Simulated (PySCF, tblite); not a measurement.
# C₃H₁₂ClNSi₄: geometry, infrared bands and NMR shifts

What infrared bands and NMR shifts should C₃H₁₂ClNSi₄ (`C#C[Si@@]([SiH3])(Cl)[Si@H](N)[SiH2]C`) show?

Programs: tblite 0.8.0 and PySCF 2.14.0, with density-fitted response routines of our own. Each step states its level of theory. These are calculated values for one molecule in the gas phase, unless marked as measured. Atoms are numbered from 0 throughout.

**1. The molecule as given**

21 atoms, charge 0, multiplicity 1; geometry from: force field or distance geometry start.

Bonds of the start (Å): C0–C1 1.20, C1–Si2 1.83, Si2–Si3 2.25, Si2–Cl4 2.08, Si2–Si5 2.18, Si5–N6 1.79, Si5–Si7 2.22, Si7–C8 1.89, C0–H9 1.09, Si3–H10 1.48, Si3–H11 1.46, Si3–H12 1.47, Si5–H13 1.49, N6–H14 1.05, N6–H15 1.06, Si7–H16 1.48, Si7–H17 1.45, C8–H18 1.10, C8–H19 1.11, C8–H20 1.13.

**2. Geometry optimisation with GFN2-xTB**

The job: settings as JSON, then the geometry in Å.

```
{"job": {"kind": "relax", "xc": "GFN2-xTB", "basis": "xTB"}, "charge": 0, "multiplicity": 1}
C     -2.503000     2.807500    -0.055200
C     -2.132600     1.702300    -0.323000
Si    -1.570000     0.007400    -0.700400
Si    -3.106100    -1.423300     0.111500
Cl    -1.555600    -0.217800    -2.767700
Si     0.321000    -0.458300     0.285500
N      0.171100    -0.092900     2.029000
Si     2.096800     0.646300    -0.450400
C      3.596900    -0.474400    -0.194100
H     -2.868000     3.799100     0.197500
H     -2.583800    -2.028100     1.359400
H     -3.336200    -2.473300    -0.883300
H     -4.347600    -0.702600     0.448400
H      0.535700    -1.925200     0.169300
H      0.482500     0.900500     2.154200
H      0.833500    -0.753700     2.536000
H      2.295700     1.796700     0.463400
H      2.019800     1.063100    -1.838600
H      3.655900    -1.245700    -0.972000
H      4.538300     0.104700    -0.198000
H      3.446500    -1.015100     0.782800
```

The run is started by

```console
OMP_NUM_THREADS=1 python probes_run.py task.json out
```

One launch serves the whole session: the jobs run in the order shown.

**Question.** This job is followed by: GFN2-xTB harmonic vibrations, gas phase; GIAO PBE0/pcSseg-1 NMR shielding, non-relativistic, gas phase. Predict these results of the whole session: strongest single infrared mode (GFN2-xTB); zero-point energy (GFN2-xTB); ¹³C shifts against TMS (PBE0/pcSseg-1); ¹H shifts against TMS (PBE0/pcSseg-1, means over atoms taken as alike); ²⁹Si shifts against TMS (PBE0/pcSseg-1); ³⁵Cl shifts against HCl (PBE0/pcSseg-1); ¹⁵N shifts against NH3 (PBE0/pcSseg-1).

The runs gave:

| quantity | value |
| --- | --- |
| strongest single infrared mode (GFN2-xTB) | 765 cm⁻¹, 823 km/mol |
| zero-point energy (GFN2-xTB) | 82.5 kcal/mol |
| ¹³C shifts against TMS (PBE0/pcSseg-1) | 108.1, 91.8, -9.0 ppm |
| ¹H shifts against TMS (PBE0/pcSseg-1, means over atoms taken as alike) | 5.30, 4.06, 4.01, 3.82, 2.45, 0.29, -0.38 ppm |
| ²⁹Si shifts against TMS (PBE0/pcSseg-1) | -26.8, -34.3, -79.7, -100.5 ppm |
| ³⁵Cl shifts against HCl (PBE0/pcSseg-1) | -19 ppm |
| ¹⁵N shifts against NH3 (PBE0/pcSseg-1) | -1.9 ppm |

What this shows: Over 127 steps the energy fell by 0.936 eV; of the close pairs, Si2–Si5 changed most, 2.183 to 2.335 Å. The lowest mode is slightly imaginary (18i cm⁻¹), a soft motion within the noise of the Hessian, so the minimum is not strictly shown. The strongest single mode, at 765 cm⁻¹, has its largest shares on H11, H10 and H12 (the list is cut at 3 atoms). Unscaled tight-binding wavenumbers are off by several per cent, some by more. Its intensities can rank the bands wrongly. At PBE0/pcSseg-1: Shielding is most anisotropic at C1 (span 297 ppm, paramagnetic term -170 ppm).
